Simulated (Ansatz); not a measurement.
# Cs2WBr6: the cost of one run

Method: DFT r²SCAN+U (U_eff = 2 eV on W d), plane waves, PAW, no spin–orbit coupling unless a run says so, in Ansatz 0.2.0.

## Step 1: The structure to begin with

It takes space group Fm-3m (No. 225, cubic). The conventional cell has a = 10.733 Å, b = 10.733 Å, c = 10.733 Å, α = 90.00°, β = 90.00°, γ = 90.00°. Cs (site symmetry -43m) has 12 Br at 3.80 Å in its first shell of neighbours. W (site symmetry m-3m) has 6 Br at 2.63 Å in its first shell of neighbours. Br (site symmetry 4mm) is surrounded by 1 W at 2.63 Å and 4 Cs at 3.80 Å.

Coordinates:

```cif
data_structure
_symmetry_space_group_name_H-M 'P 1'
_symmetry_Int_Tables_number 1
_cell_length_a 7.5894
_cell_length_b 7.5894
_cell_length_c 7.5894
_cell_angle_alpha 60.000
_cell_angle_beta 60.000
_cell_angle_gamma 60.000
_cell_volume 309.10
loop_
_atom_site_label
_atom_site_type_symbol
_atom_site_fract_x
_atom_site_fract_y
_atom_site_fract_z
_atom_site_occupancy
Cs1 Cs 0.25000 0.25000 0.25000 1
Cs2 Cs 0.75000 0.75000 0.75000 1
W1 W 0.00000 0.00000 0.00000 1
Br1 Br 0.75500 0.24500 0.24500 1
Br2 Br 0.24500 0.75500 0.75500 1
Br3 Br 0.24500 0.75500 0.24500 1
Br4 Br 0.75500 0.24500 0.75500 1
Br5 Br 0.24500 0.24500 0.75500 1
Br6 Br 0.75500 0.75500 0.24500 1
```

Magnetic order typed: ferromagnetic.

An earlier series on this cell reached its lowest free state from «from atoms, default search», perhaps among other starts.

## Step 2: Random orbitals: single harmonics, second filling

Contents of input.yaml:

```yaml
crystal:
  lattice:
    - [0.0, 5.36650043, 5.36650043]
    - [5.36650043, 0.0, 5.36650043]
    - [5.36650043, 5.36650043, 0.0]
  atoms:
    - { symbol: Cs, position: [0.25, 0.25, 0.25] }
    - { symbol: Cs, position: [0.75, 0.75, 0.75] }
    - { symbol: W, position: [0.0, 0.0, 0.0], spin: 0.3 }
    - { symbol: Br, position: [0.755, 0.245, 0.245] }
    - { symbol: Br, position: [0.245, 0.755, 0.755] }
    - { symbol: Br, position: [0.245, 0.755, 0.245] }
    - { symbol: Br, position: [0.755, 0.245, 0.755] }
    - { symbol: Br, position: [0.245, 0.245, 0.755] }
    - { symbol: Br, position: [0.755, 0.755, 0.245] }
basis:
  ecutwfc: 500
  ecutrho_ratio: 4
kpoints:
  mp_grid: { grid: [3, 3, 3] }
hamiltonian:
  xc: r2scan
  hubbard:
    sites:
      - { site: 2, l: d, u_eff: 2.0, starting_ns: [{ spin: up, occupation_matrix: s2up }, { spin: down, occupation_matrix: s2down }] }
    occupation_matrices:
      s2up:
        matrix:
          - [0.02, 0.0, 0.0, 0.0, 0.0]
          - [0.0, 0.02, 0.0, 0.0, 0.0]
          - [0.0, 0.0, 0.97, 0.0, 0.0]
          - [0.0, 0.0, 0.0, 0.02, 0.0]
          - [0.0, 0.0, 0.0, 0.0, 0.02]
      s2down:
        matrix:
          - [0.02, 0.0, 0.0, 0.0, 0.0]
          - [0.0, 0.97, 0.0, 0.0, 0.0]
          - [0.0, 0.0, 0.02, 0.0, 0.0]
          - [0.0, 0.0, 0.0, 0.02, 0.0]
          - [0.0, 0.0, 0.0, 0.0, 0.02]
    ns_hold: { iters: 12 }
scf:
  occupations: { method: gaussian, width: 0.05 }
  lower_state_search: "off"
  max_iter: 150
output:
  forces: true
  stress: true
  eigenvalues: true
  populations: true
  hubbard: { sites: [{ site: 2, l: d }] }
magnetization:
  spin_polarized: true
```

The typed matrices put 0.97 on the chosen orbitals and 0.02 on the others, and are held for 12 cycles.

Run with:

```bash
$ ansatz run input.yaml --threads 8 --pin off --max-ram 12288MiB --backend cpu --events-out ev --progress --plain --runs-dir out
```

What time and memory should one allow on 8 threads of Arm Neoverse V2, shared host?

About 16 s, with a peak of 2 GiB.
